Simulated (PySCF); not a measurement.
# GaF3 (GaF₃): fields and orbitals

For GaF3 (GaF₃), the scripts below see where an electron leaves and enters and analyse its density (charges, bond critical points, surface potential).

Method: levels as typed in each script, gas phase, geometry from GFN2-xTB; program: PySCF 2.14.0.

### Step 1. Where the work starts

4 atoms, charge 0, spin multiplicity 1.

Bond lengths: Ga1–F2 1.733 Å, Ga1–F3 1.733 Å, Ga1–F4 1.732 Å. Angles: F2–Ga1–F3 119.9°, F2–Ga1–F4 120.0°, F3–Ga1–F4 120.1°.

Coordinates:

```mol
F3Ga
  3D, bonds by distance, orders not assigned

  4  3  0  0  0  0  0  0  0  0999 V2000
    0.0005    0.0003    0.0000 Ga  0  0
   -0.4496   -1.6729    0.0000 F   0  0
   -1.2258    1.2244    0.0000 F   0  0
    1.6736    0.4474    0.0000 F   0  0
  1  2  8  0
  1  3  8  0
  1  4  8  0
M  END
```

### Step 2. Removing and adding an electron (TPSS/def2-svpd)

Input file input.py:

```python
import numpy as np
from pyscf import gto, scf, dft
from pyscf.scf import atom_ks, atom_hf
from scipy.linalg import block_diag

def solve(mol, dm0=None, hcore=None):
    mf = (dft.UKS if mol.spin else dft.RKS)(mol, xc='tpss')
    mf.grids.level = 3
    mf = mf.density_fit(auxbasis='def2-universal-jkfit')
    mf.conv_tol, mf.max_cycle = 1e-8, 80
    if hcore is not None:
        mf.get_hcore = lambda *args: hcore
    mf.kernel(dm0)
    if not mf.converged:
        mf = mf.newton().run(mf.mo_coeff, mf.mo_occ, max_cycle=30)
    assert mf.converged, 'SCF not converged'
    return mf

mol = gto.M(atom='''
Ga     0.00050     0.00034     0.00000
F     -0.44959    -1.67290     0.00000
F     -1.22576     1.22439     0.00000
F      1.67363     0.44735     0.00000
''', basis='def2-svpd', charge=0, spin=0, verbose=4)
mf = solve(mol)
out = dict(e0=mf.e_tot, dm0=mf.make_rdm1(), c=mf.mo_coeff, occ=mf.mo_occ, eps=mf.mo_energy)
for name, dq, spin in [('cation', 1, 1), ('anion', -1, 1)]:
    ion = mol.copy().set(charge=mol.charge + dq, spin=spin).build()
    mi = solve(ion)
    if spin and dq > 0 and mol.nao < 130:
        c, _, stable, _ = mi.stability(return_status=True)
        if not stable:
            mi = solve(ion, mi.make_rdm1(c, mi.mo_occ))
    print(name, 'vertical energy change / eV', (mi.e_tot - mf.e_tot) * 27.211386)
    out.update({'e_' + name: mi.e_tot, 'dm_' + name: mi.make_rdm1(), 's2_' + name: mi.spin_square()[0], 'eps_' + name: mi.mo_energy, 'occ_' + name: mi.mo_occ})
# spherically averaged free atoms, for the promolecule
atm = atom_ks.get_atm_nrks(mol, xc='tpss')
pro = block_diag(*[(atm[a[0]][2] * atm[a[0]][3]) @ atm[a[0]][2].T for a in mol._atom])
np.savez('result.npz', pro=pro, **out)
```

On the command line:

```sh
OMP_NUM_THREADS=1 python input.py
```

The program printed:

```text
[ENV] PYSCF_TMPDIR <dir>
[ENV] PYSCF_MAX_MEMORY 1375
[INPUT] verbose = 4
[INPUT] num. atoms = 4
[INPUT] num. electrons = 58
[INPUT] charge = 0
[INPUT] spin (= nelec alpha-beta = 2S) = 0
[INPUT] symmetry False subgroup None
[INPUT] Mole.unit = angstrom
[INPUT] Symbol           X                Y                Z      unit          X                Y                Z       unit  Magmom
[INPUT]  1 Ga     0.000500000000   0.000340000000   0.000000000000 AA    0.000944863062   0.000642506882   0.000000000000 Bohr   0.0
[INPUT]  2 F     -0.449590000000  -1.672900000000   0.000000000000 AA   -0.849601968343  -3.161322833785   0.000000000000 Bohr   0.0
[INPUT]  3 F     -1.225760000000   1.224390000000   0.000000000000 AA   -2.316350694447   2.313761769656   0.000000000000 Bohr   0.0
[INPUT]  4 F      1.673630000000   0.447350000000   0.000000000000 AA    3.162702333856   0.845368981824   0.000000000000 Bohr   0.0

nuclear repulsion = 298.525982151884
number of shells = 41
number of NR pGTOs = 179
number of NR cGTOs = 107
basis = def2-svpd
ecp = {}

******** <class 'pyscf.df.df_jk.DFRKS'> ********
method = DFRKS
initial guess = minao
damping factor = 0
level_shift factor = 0
DIIS = <class 'pyscf.scf.diis.CDIIS'>
diis_start_cycle = 1
diis_space = 8
diis_damp = 0
SCF conv_tol = 1e-08
SCF conv_tol_grad = None
SCF max_cycles = 80
direct_scf = False
XC library pyscf.dft.libxc version 7.0.0
    S. Lehtola, C. Steigemann, M. J.T. Oliveira, and M. A.L. Marques.,  SoftwareX 7, 1–5 (2018)
XC functionals = tpss
    J. Tao, J. P. Perdew, V. N. Staroverov, and G. E. Scuseria.,  Phys. Rev. Lett. 91, 146401 (2003)
    J. P. Perdew, J. Tao, V. N. Staroverov, and G. E. Scuseria.,  J. Chem. Phys. 120, 6898 (2004)
    J. Tao, J. P. Perdew, V. N. Staroverov, and G. E. Scuseria.,  Phys. Rev. Lett. 91, 146401 (2003)
    J. P. Perdew, J. Tao, V. N. Staroverov, and G. E. Scuseria.,  J. Chem. Phys. 120, 6898 (2004)
radial grids:
    Treutler-Ahlrichs [JCP 102, 346 (1995); DOI:10.1063/1.469408] (M4) radial grids

becke partition: Becke, JCP 88, 2547 (1988); DOI:10.1063/1.454033
pruning grids: <function nwchem_prune at 0xe31314bfb600>
grids dens level: 3
symmetrized grids: False
atomic radii adjust function: <function treutler_atomic_radii_adjust at 0xe31314c34540>
small_rho_cutoff = 0
Set gradient conv threshold to 0.0001
Initial guess from minao.
tot grids = 63696
init E= -2223.63531176002
[... the frontier-level lines of each cycle are left out ...]
cycle= 1 E= -2223.81554914118  delta_E= -0.18  |g|= 1.23  |ddm|= 2.75
cycle= 2 E= -2222.64526856606  delta_E= 1.17  |g|= 2.93  |ddm|= 3.49
cycle= 3 E= -2224.048141894  delta_E= -1.4  |g|= 0.208  |ddm|= 2.64
cycle= 4 E= -2224.05267305169  delta_E= -0.00453  |g|= 0.0934  |ddm|= 0.14
cycle= 5 E= -2224.05369909631  delta_E= -0.00103  |g|= 0.00848  |ddm|= 0.0414
cycle= 6 E= -2224.05371170414  delta_E= -1.26e-05  |g|= 0.00324  |ddm|= 0.00983
cycle= 7 E= -2224.05371333714  delta_E= -1.63e-06  |g|= 0.00106  |ddm|= 0.00277
cycle= 8 E= -2224.05371353183  delta_E= -1.95e-07  |g|= 5.72e-05  |ddm|= 0.000736
cycle= 9 E= -2224.05371353226  delta_E= -4.32e-10  |g|= 5.65e-06  |ddm|= 4.2e-05
Extra cycle  E= -2224.05371353225  delta_E= 1.09e-11  |g|= 9.01e-06  |ddm|= 1.27e-05
converged SCF energy = -2224.05371353225

******** <class 'pyscf.df.df_jk.DFUKS'> ********
method = DFUKS
initial guess = minao
damping factor = 0
level_shift factor = 0
DIIS = <class 'pyscf.scf.diis.CDIIS'>
diis_start_cycle = 1
diis_space = 8
diis_damp = 0
SCF conv_tol = 1e-08
SCF conv_tol_grad = None
SCF max_cycles = 80
direct_scf = False
number electrons alpha = 29  beta = 28
XC library pyscf.dft.libxc version 7.0.0
    S. Lehtola, C. Steigemann, M. J.T. Oliveira, and M. A.L. Marques.,  SoftwareX 7, 1–5 (2018)
XC functionals = tpss
    J. Tao, J. P. Perdew, V. N. Staroverov, and G. E. Scuseria.,  Phys. Rev. Lett. 91, 146401 (2003)
    J. P. Perdew, J. Tao, V. N. Staroverov, and G. E. Scuseria.,  J. Chem. Phys. 120, 6898 (2004)
    J. Tao, J. P. Perdew, V. N. Staroverov, and G. E. Scuseria.,  Phys. Rev. Lett. 91, 146401 (2003)
    J. P. Perdew, J. Tao, V. N. Staroverov, and G. E. Scuseria.,  J. Chem. Phys. 120, 6898 (2004)
radial grids:
    Treutler-Ahlrichs [JCP 102, 346 (1995); DOI:10.1063/1.469408] (M4) radial grids

becke partition: Becke, JCP 88, 2547 (1988); DOI:10.1063/1.454033
pruning grids: <function nwchem_prune at 0xe31314bfb600>
grids dens level: 3
symmetrized grids: False
atomic radii adjust function: <function treutler_atomic_radii_adjust at 0xe31314c34540>
small_rho_cutoff = 0
Set gradient conv threshold to 0.0001
tot grids = 63696
init E= -2223.63531176002



cycle= 1 E= -2223.34506982093  delta_E= 0.29  |g|= 0.815  |ddm|= 2.02
cycle= 2 E= -2222.47003669577  delta_E= 0.875  |g|= 1.78  |ddm|= 2.39
cycle= 3 E= -2223.16520462197  delta_E= -0.695  |g|= 0.922  |ddm|= 1.89
cycle= 4 E= -2223.26213748494  delta_E= -0.0969  |g|= 0.745  |ddm|= 1.06
cycle= 5 E= -2223.31714737734  delta_E= -0.055  |g|= 0.658  |ddm|= 0.973
cycle= 6 E= -2223.49245657281  delta_E= -0.175  |g|= 0.325  |ddm|= 0.927
cycle= 7 E= -2223.41061911596  delta_E= 0.0818  |g|= 0.481  |ddm|= 0.871
cycle= 8 E= -2223.54478281391  delta_E= -0.134  |g|= 0.117  |ddm|= 0.625
cycle= 9 E= -2223.47911882631  delta_E= 0.0657  |g|= 0.362  |ddm|= 0.498
...
diis_start_cycle = 1
diis_space = 8
diis_damp = 0
SCF conv_tol = 1e-08
SCF conv_tol_grad = None
SCF max_cycles = 80
direct_scf = False
number electrons alpha = 30  beta = 29
XC library pyscf.dft.libxc version 7.0.0
    S. Lehtola, C. Steigemann, M. J.T. Oliveira, and M. A.L. Marques.,  SoftwareX 7, 1–5 (2018)
XC functionals = tpss
    J. Tao, J. P. Perdew, V. N. Staroverov, and G. E. Scuseria.,  Phys. Rev. Lett. 91, 146401 (2003)
    J. P. Perdew, J. Tao, V. N. Staroverov, and G. E. Scuseria.,  J. Chem. Phys. 120, 6898 (2004)
    J. Tao, J. P. Perdew, V. N. Staroverov, and G. E. Scuseria.,  Phys. Rev. Lett. 91, 146401 (2003)
    J. P. Perdew, J. Tao, V. N. Staroverov, and G. E. Scuseria.,  J. Chem. Phys. 120, 6898 (2004)
radial grids:
    Treutler-Ahlrichs [JCP 102, 346 (1995); DOI:10.1063/1.469408] (M4) radial grids

becke partition: Becke, JCP 88, 2547 (1988); DOI:10.1063/1.454033
pruning grids: <function nwchem_prune at 0xe31314bfb600>
grids dens level: 3
symmetrized grids: False
atomic radii adjust function: <function treutler_atomic_radii_adjust at 0xe31314c34540>
small_rho_cutoff = 0
Set gradient conv threshold to 0.0001
tot grids = 63696
init E= -2223.63531176002


cycle= 1 E= -2223.82854540685  delta_E= -0.193  |g|= 0.869  |ddm|= 1.88
cycle= 2 E= -2222.38886561212  delta_E= 1.44  |g|= 2.22  |ddm|=   11
cycle= 3 E= -2224.07377263485  delta_E= -1.68  |g|= 0.159  |ddm|= 10.2
cycle= 4 E= -2224.07804269418  delta_E= -0.00427  |g|= 0.0852  |ddm|= 0.47
cycle= 5 E= -2224.07977423536  delta_E= -0.00173  |g|= 0.0102  |ddm|= 0.397
cycle= 6 E= -2224.07982436285  delta_E= -5.01e-05  |g|= 0.0033  |ddm|= 0.0792
cycle= 7 E= -2224.07982945793  delta_E= -5.1e-06  |g|= 0.00119  |ddm|= 0.0268
cycle= 8 E= -2224.07982992527  delta_E= -4.67e-07  |g|= 0.000564  |ddm|= 0.00313
cycle= 9 E= -2224.07983006811  delta_E= -1.43e-07  |g|= 5.2e-05  |ddm|= 0.00122
cycle= 10 E= -2224.0798300698  delta_E= -1.69e-09  |g|= 2.15e-05  |ddm|= 0.0014
Extra cycle  E= -2224.07983006949  delta_E= 3.13e-10  |g|= 3.93e-05  |ddm|= 0.000224
converged SCF energy = -2224.07983006949  <S^2> = 0.75145204  2S+1 = 2.0014515
anion vertical energy change / eV -0.7106671758302974
Spherically averaged atomic KS for {'Ga', 'F'}

******** <class 'pyscf.scf.atom_ks.AtomSphAverageRKS'> ********
method = AtomSphAverageRKS
initial guess = vsap
damping factor = 0
level_shift factor = 0
diis_start_cycle = 1
diis_space = 12
SCF conv_tol = 1e-09
SCF conv_tol_grad = None
SCF max_cycles = 50
direct_scf = True
direct_scf_tol = 1e-13
XC library pyscf.dft.libxc version 7.0.0
    S. Lehtola, C. Steigemann, M. J.T. Oliveira, and M. A.L. Marques.,  SoftwareX 7, 1–5 (2018)
XC functionals = tpss
    J. Tao, J. P. Perdew, V. N. Staroverov, and G. E. Scuseria.,  Phys. Rev. Lett. 91, 146401 (2003)
    J. P. Perdew, J. Tao, V. N. Staroverov, and G. E. Scuseria.,  J. Chem. Phys. 120, 6898 (2004)
    J. Tao, J. P. Perdew, V. N. Staroverov, and G. E. Scuseria.,  Phys. Rev. Lett. 91, 146401 (2003)
    J. P. Perdew, J. Tao, V. N. Staroverov, and G. E. Scuseria.,  J. Chem. Phys. 120, 6898 (2004)
radial grids:
    Treutler-Ahlrichs [JCP 102, 346 (1995); DOI:10.1063/1.469408] (M4) radial grids

becke partition: Becke, JCP 88, 2547 (1988); DOI:10.1063/1.454033
pruning grids: <function nwchem_prune at 0xe31314bfb600>
grids dens level: 3
symmetrized grids: False
atomic radii adjust function: <function treutler_atomic_radii_adjust at 0xe31314c34540>
User specified grid scheme (100, 434)
small_rho_cutoff = 0
Set gradient conv threshold to 3.16228e-05
tot grids = 23144
init E= -1625.97356911463
cycle= 1 E= -1625.93940837121  delta_E= 0.0342  |g|=    0  |ddm|= 0.695
cycle= 2 E= -1625.80781207181  delta_E= 0.132  |g|=    0  |ddm|= 1.32
cycle= 3 E= -1626.00446665758  delta_E= -0.197  |g|=    0  |ddm|= 0.629
cycle= 4 E= -1626.00228348009  delta_E= 0.00218  |g|=    0  |ddm|= 0.338
cycle= 5 E= -1626.01124154837  delta_E= -0.00896  |g|=    0  |ddm|= 0.181
cycle= 6 E= -1626.01118568687  delta_E= 5.59e-05  |g|=    0  |ddm|= 0.0326
cycle= 7 E= -1626.01128313091  delta_E= -9.74e-05  |g|=    0  |ddm|= 0.0165
cycle= 8 E= -1626.01127966114  delta_E= 3.47e-06  |g|=    0  |ddm|= 0.00815
cycle= 9 E= -1626.01128574245  delta_E= -6.08e-06  |g|=    0  |ddm|= 0.00415
cycle= 10 E= -1626.01128552586  delta_E= 2.17e-07  |g|=    0  |ddm|= 0.00205
cycle= 11 E= -1626.01128590485  delta_E= -3.79e-07  |g|=    0  |ddm|= 0.00104
cycle= 12 E= -1626.01128589133  delta_E= 1.35e-08  |g|=    0  |ddm|= 0.000515
cycle= 13 E= -1626.0112859155  delta_E= -2.42e-08  |g|=    0  |ddm|= 0.000284
cycle= 14 E= -1626.01128591552  delta_E= -1.96e-11  |g|=    0  |ddm|= 1.16e-06
Extra cycle  E= -1626.01128591532  delta_E= 1.97e-10  |g|=    0  |ddm|= 6.25e-05
Atomic HF for atom  Ga  converged. SCF energy = -1626.01128591532

******** <class 'pyscf.scf.atom_ks.AtomSphAverageRKS'> ********
method = AtomSphAverageRKS
initial guess = vsap
damping factor = 0
level_shift factor = 0
diis_start_cycle = 1
diis_space = 12
SCF conv_tol = 1e-09
SCF conv_tol_grad = None
SCF max_cycles = 50
direct_scf = True
direct_scf_tol = 1e-13
XC library pyscf.dft.libxc version 7.0.0
    S. Lehtola, C. Steigemann, M. J.T. Oliveira, and M. A.L. Marques.,  SoftwareX 7, 1–5 (2018)
XC functionals = tpss
    J. Tao, J. P. Perdew, V. N. Staroverov, and G. E. Scuseria.,  Phys. Rev. Lett. 91, 146401 (2003)
    J. P. Perdew, J. Tao, V. N. Staroverov, and G. E. Scuseria.,  J. Chem. Phys. 120, 6898 (2004)
    J. Tao, J. P. Perdew, V. N. Staroverov, and G. E. Scuseria.,  Phys. Rev. Lett. 91, 146401 (2003)
    J. P. Perdew, J. Tao, V. N. Staroverov, and G. E. Scuseria.,  J. Chem. Phys. 120, 6898 (2004)
radial grids:
    Treutler-Ahlrichs [JCP 102, 346 (1995); DOI:10.1063/1.469408] (M4) radial grids

becke partition: Becke, JCP 88, 2547 (1988); DOI:10.1063/1.454033
pruning grids: <function nwchem_prune at 0xe31314bfb600>
grids dens level: 3
symmetrized grids: False
atomic radii adjust function: <function treutler_atomic_radii_adjust at 0xe31314c34540>
User specified grid scheme (100, 434)
small_rho_cutoff = 0
Set gradient conv threshold to 3.16228e-05
tot grids = 25232
init E= 198.911306280905
cycle= 1 E= 198.912358996176  delta_E= 0.00105  |g|=    0  |ddm|= 0.23
cycle= 2 E= 198.916796353903  delta_E= 0.00444  |g|=    0  |ddm|= 0.25
cycle= 3 E= 198.904403106024  delta_E= -0.0124  |g|=    0  |ddm|= 0.125
cycle= 4 E= 198.904447609376  delta_E= 4.45e-05  |g|=    0  |ddm|= 0.0277
cycle= 5 E= 198.904300503119  delta_E= -0.000147  |g|=    0  |ddm|= 0.0139
cycle= 6 E= 198.904300949859  delta_E= 4.47e-07  |g|=    0  |ddm|= 0.00275
cycle= 7 E= 198.904299504203  delta_E= -1.45e-06  |g|=    0  |ddm|= 0.00137
cycle= 8 E= 198.9042995087  delta_E= 4.5e-09  |g|=    0  |ddm|= 0.000276
cycle= 9 E= 198.904299494128  delta_E= -1.46e-08  |g|=    0  |ddm|= 0.000163
cycle= 10 E= 198.904299494215  delta_E= 8.7e-11  |g|=    0  |ddm|= 3.04e-05
Extra cycle  E= 198.904299494302  delta_E= 8.71e-11  |g|=    0  |ddm|= 3.84e-05
Atomic HF for atom  F  converged. SCF energy = 198.904299494302
```

It took 4.5 min on 1 thread of Arm Neoverse V1, shared host; peak memory 0.57 GiB.

The free atoms at the end serve only for the promolecule density; their printed energies are not used.

### Step 3. Post-processing

Dual descriptor f⁺ − f⁻.

Electrophilic (positive): Ga1 (+0.39). Nucleophilic (negative): F2, F3 and F4 (−0.13). f⁻ (Hirshfeld-condensed), largest first: F2, F3 and F4 (0.25 each) and Ga1 (0.24); the vertical ionisation energy is 13.66 eV. f⁺ (Hirshfeld-condensed), largest first: Ga1 (0.64) and F2, F3 and F4 (0.12 each); the vertical electron affinity is 0.71 eV.

| atom | f⁻ | f⁺ | charge |
| --- | --- | --- | --- |
| Ga1 | +0.24 | +0.64 | +0.76 |
| F2 | +0.25 | +0.12 | −0.25 |
| F3 | +0.25 | +0.12 | −0.25 |
| F4 | +0.25 | +0.12 | −0.25 |

(Part 1 of 2 ends here.)
